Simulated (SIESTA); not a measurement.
The system is Ge3Pd.

```
CELL_PARAMETERS angstrom
4.14202 0.00000 0.00000
0.00000 4.14202 0.00000
0.00000 0.00000 4.14202
ATOMIC_POSITIONS crystal
Pd 0.00000 0.00000 0.00000
Ge 0.50000 0.50000 0.00000
Ge 0.50000 0.00000 0.50000
Ge 0.00000 0.50000 0.50000
```

The cell comes from a database or a generator and needn't be the stable form of this composition.

Base run:

```yaml
Program: SIESTA 5.4.2
Functional: PBEsol
Potentials_or_basis: PseudoDojo 0.4 standard (PBEsol files)
Basis: DZP (energy shift 0.003 Ry; two zetas on semicore shells)
Grid_cutoff: 800 Ry
Energy_shift: 0.003 Ry
k_mesh: 5 × 5 × 5
Occupations: fermi-dirac, width 0.05 eV
Spin: no spin polarisation
Hubbard_terms: Pd d U = 6 eV
```

Its results: band gap on the k mesh none (metal or under the smearing width); pressure -4.1 GPa.

Task: The run is repeated on the same cell with these changes: k mesh from 5 × 5 × 5 to 7 × 7 × 7; hubbard terms from Pd d U = 6 eV to none. What comes out?

Result: Band gap on the k mesh none (metal or under the smearing width); pressure -3.2 GPa.

Several settings changed at once, so the effect can't be laid on one alone.

Caveats: the basis of atomic orbitals isn't converged, which shifts pressures, moduli and gaps; U without spin polarisation on a metal has little footing (some runs); the U is typed as a test and isn't derived for this compound (some runs).

Not every run made on this cell is shown here.
